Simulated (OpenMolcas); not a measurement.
# Ni⁴⁺ among point charges: CASSCF and CASPT2 levels and susceptibility

Aim: the splitting of the states of Ni⁴⁺ in the field of 5 point charges, its lowest levels with spin-orbit coupling and its magnetic susceptibility.

Method: state-averaged CASSCF and CASPT2, spin-orbit coupling by RASSI with atomic mean-field integrals. Code: OpenMolcas 26.06.

## Step 1: The atom as given

```
Species                           : Ni⁴⁺ (nickel, Z = 28, 24 electrons)
Basis                             : ANO-RCC-VDZP [5s4p2d1f], 34 functions
Scalar Hamiltonian                : DKH2, point nucleus
Inactive shells                   : 1s 2s 2p 3s 3p
Active space                      : 6 electrons in 5 orbitals (3d)
Some configurations of this space : 3d6
Orbitals                          : optimised for each spin and parity, averaged over all roots
```

Outer shells as boxes (Hund's rule):

3d6
```
3d [↑↓][↑ ][↑ ][↑ ][↑ ]
```

The ion sits among 5 point charges of -1.69 e arranged as a square pyramid (C4v), 1.85 Å from the ion, with the axial distance 2.183 Å.

The work runs as a chain of OpenMolcas steps in one folder; each step below is one input file. Labels, J, g values, rates, χT and fits are worked out afterwards by a script from the matrices that RASSI stores.

## Step 2: GATEWAY and SEWARD: basis and integrals

a.inp

```
&GATEWAY
Coord
1

Ni 0.0 0.0 0.0
Basis=ANO-RCC-VDZP
Group=NoSym
NoMove
AngMom=0.0 0.0 0.0
AMFI
XField
5 Angstrom 0
1.850000 0.000000 0.000000 -1.690000
0.000000 1.850000 0.000000 -1.690000
-1.850000 0.000000 0.000000 -1.690000
0.000000 -1.850000 0.000000 -1.690000
0.000000 0.000000 2.183000 -1.690000
&SEWARD
```

Started as:

```console
OMP_NUM_THREADS=1 MOLCAS_MEM=1689 MOLCAS_PROJECT=a pymolcas a.inp > a.log
```

## Step 3: Reference wave functions, quintets, 5 roots

a.inp

```
&RASSCF
FileOrb=start.orb
Symmetry=1
Spin=5
nActEl=6 0 0
Inactive=9
Ras2=5
CIRoot=5 5 1
SDav=5
CIMx=300
Iter=120 100
PrWF=0.3
OrbListing=Nothing
MaxOrb=0
>>> COPY $Project.JobIph JOB001
```

start.orb holds the contracted functions of the basis, ordered by shell, or the orbitals of the step before.

## Step 4: Reference wave functions, triplets, 45 roots

a.inp

```
&RASSCF
FileOrb=start.orb
Symmetry=1
Spin=3
nActEl=6 0 0
Inactive=9
Ras2=5
CIRoot=45 45 1
SDav=45
CIMx=300
Iter=120 100
PrWF=0.3
OrbListing=Nothing
MaxOrb=0
>>> COPY $Project.JobIph JOB002
```

## Step 5: CASSCF: singlets, 50 roots

a.inp

```
&RASSCF
FileOrb=start.orb
Symmetry=1
Spin=1
nActEl=6 0 0
Inactive=9
Ras2=5
CIRoot=50 50 1
SDav=50
CIMx=300
Iter=120 100
PrWF=0.3
OrbListing=Nothing
MaxOrb=0
>>> COPY $Project.JobIph JOB003
```

## Step 6: State interaction with spin-orbit coupling

a.inp

```
&RASSI
NrOfJobIphs=3 5 45 50
1 2 3 4 5
1 2 3 4 5 6 7 8 9 10 11 12 13 14 15 16 17 18 19 20 21 22 23 24 25 26 27
28 29 30 31 32 33 34 35 36 37 38 39 40 41 42 43 44 45
1 2 3 4 5 6 7 8 9 10 11 12 13 14 15 16 17 18 19 20 21 22 23 24 25 26 27
28 29 30 31 32 33 34 35 36 37 38 39 40 41 42 43 44 45 46 47 48 49 50
IphNames
JOB001
JOB002
JOB003
EJob
SpinOrbit
DIPRint=1.0
SOCoupling=1000.0
Subsets=2
Property=9
'ANGMOM' 1 'ANGMOM' 2 'ANGMOM' 3 'MLTPL  1' 1 'MLTPL  1' 2 'MLTPL  1' 3
'AMFI' 1 'AMFI' 2 'AMFI' 3
SOProperty=3
'ANGMOM' 1 'ANGMOM' 2 'ANGMOM' 3
```

## Step 7: CASPT2: IPEA 0.25, imaginary shift 0.1 (closed shells correlated: 3s 3p)

a.inp

```
>>> COPY JOB001 $Project.JobIph
&CASPT2
Multistate=5 1 2 3 4 5
NoMult
Frozen=5
IPEA=0.25
Imaginary=0.1
MaxIter=60
WThr=0.0 0.3 0.05
PrWF=0.5
NoMix
>>> COPY JOB002 $Project.JobIph
&CASPT2
Multistate=45 1 2 3 4 5 6 7 8 9 10 11 12 13 14 15 16 17 18 19 20 21 22
23 24 25 26 27 28 29 30 31 32 33 34 35 36 37 38 39 40 41 42 43 44 45
NoMult
Frozen=5
IPEA=0.25
Imaginary=0.1
MaxIter=60
WThr=0.0 0.3 0.05
PrWF=0.5
NoMix
>>> COPY JOB003 $Project.JobIph
&CASPT2
Multistate=50 1 2 3 4 5 6 7 8 9 10 11 12 13 14 15 16 17 18 19 20 21 22
23 24 25 26 27 28 29 30 31 32 33 34 35 36 37 38 39 40 41 42 43 44 45 46
47 48 49 50
NoMult
Frozen=5
IPEA=0.25
Imaginary=0.1
MaxIter=60
WThr=0.0 0.3 0.05
PrWF=0.5
NoMix
```

(Steps that only read results are left out.)

What does the calculation give? Wanted: spin-free ground state; first state of the same spin within the active space; lowest level; next level.

The runs gave:

| quantity | value |
| --- | --- |
| method | SS-CASPT2, IPEA 0.25, imaginary shift 0.1 (closed shells correlated: 3s 3p) |
| spin-free ground state | quintet, 1-fold in its orbital part |
| first state of the same spin within the active space | quintet at 469 cm⁻¹ |
| lowest level | 1-fold |
| next level | 50.6 cm⁻¹ |
| χT at 300 K | 5.18 cm³ K/mol |
| effective moment at 300 K | 6.43 μB |

Cost by method:

```
                                              method  time of its own steps  time with the reference
                                           A. CASSCF                   36 s                     36 s
B. SS-CASPT2, IPEA 0.25, imaginary shift 0.1, +3s 3p                  7.6 s                     44 s
```

Times are of one thread on a shared host.

**Reading.** The spin-free ground state (quintet) comes to 100 % from free-ion D terms and keeps the highest spin of the shell. χT at 300 K is 5.18, against 3.01 cm³ K/mol for the spin alone, so orbital moment adds to it. An active space of the d shell alone favours high spin; real ions in strong fields can be low spin. The field of point charges can differ much from that of real complexes. With metal d orbitals alone active, the gaps between spin states are rough; where two lie within a few thousand cm-1, their order is open. This is an electrostatic model: the charges have no orbitals.
